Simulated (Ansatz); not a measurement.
# TiSiTe4: the cost of one run

Method: DFT PBE, scalar-relativistic, plane waves, PAW, in Ansatz 0.2.0.

### Step 1. The system as given

The structure is hexagonal, space group P6mm (No. 183). Conventional cell: a = 4.883 Å, b = 4.883 Å, c = 8.775 Å, α = 90.00°, β = 90.00°, γ = 120.00°. Ti (site symmetry 6mm) is surrounded by 6 Te at 2.86 Å and 1 Si at 2.99 Å. Around Si (site symmetry 6mm) lie 7 Te at 2.02 to 2.87 Å and 1 Ti at 2.99 Å. Te (site symmetry 2mm) has 4 Te at 2.44 Å and 2 Ti at 2.86 Å in its first shell of neighbours. Te (site symmetry 6mm) has 1 Si at 2.02 Å in its first shell of neighbours.

Coordinates:

```
Ti Si Te
1.0
     4.88303    0.00000    0.00000
    -2.44151    4.22883    0.00000
     0.00000    0.00000    8.77539
Ti Si Te
1 1 4
Cartesian
  0.0000 0.0000 1.1978
  0.0000 0.0000 4.1900
  2.4415 0.0000 2.6836
  -1.2208 2.1144 2.6836
  1.2208 2.1144 2.6836
  0.0000 0.0000 6.2096
```

Recipe of the guess: random cell by space group and Wyckoff sites (P6mm, No. 183). Lengths come from tabulated atomic sizes and are only a guess.

### Step 2. Probe: one point on a coarse mesh

File input.yaml:

```yaml
crystal:
  lattice:
    - [4.88302764, 0.0, 0.0]
    - [-2.44151382, 4.22882598, 0.0]
    - [0.0, 0.0, 8.77539486]
  atoms:
    - { symbol: Ti, position: [0.0, 0.0, 0.13649865] }
    - { symbol: Si, position: [0.0, 0.0, 0.47747699] }
    - { symbol: Te, position: [0.5, 0.0, 0.3058045] }
    - { symbol: Te, position: [0.0, 0.5, 0.3058045] }
    - { symbol: Te, position: [0.5, 0.5, 0.3058045] }
    - { symbol: Te, position: [0.0, 0.0, 0.70762043] }
basis:
  ecutwfc: 420
kpoints:
  mp_grid: { grid: [6, 6, 2] }
hamiltonian:
  xc: pbe
scf:
  occupations: { method: gaussian, width: 0.1 }
  lower_state_search: "off"
output:
  forces: true
  stress: true
  eigenvalues: true
```

Run with:

```
$ ansatz run input.yaml --threads 1 --pin off --max-ram 2560MiB --backend cpu --events-out ev --progress --plain --runs-dir out
```

What time and memory should one allow on 1 thread of Arm Neoverse V2, shared host?

About 11 s, with a peak of 0.42 GiB.
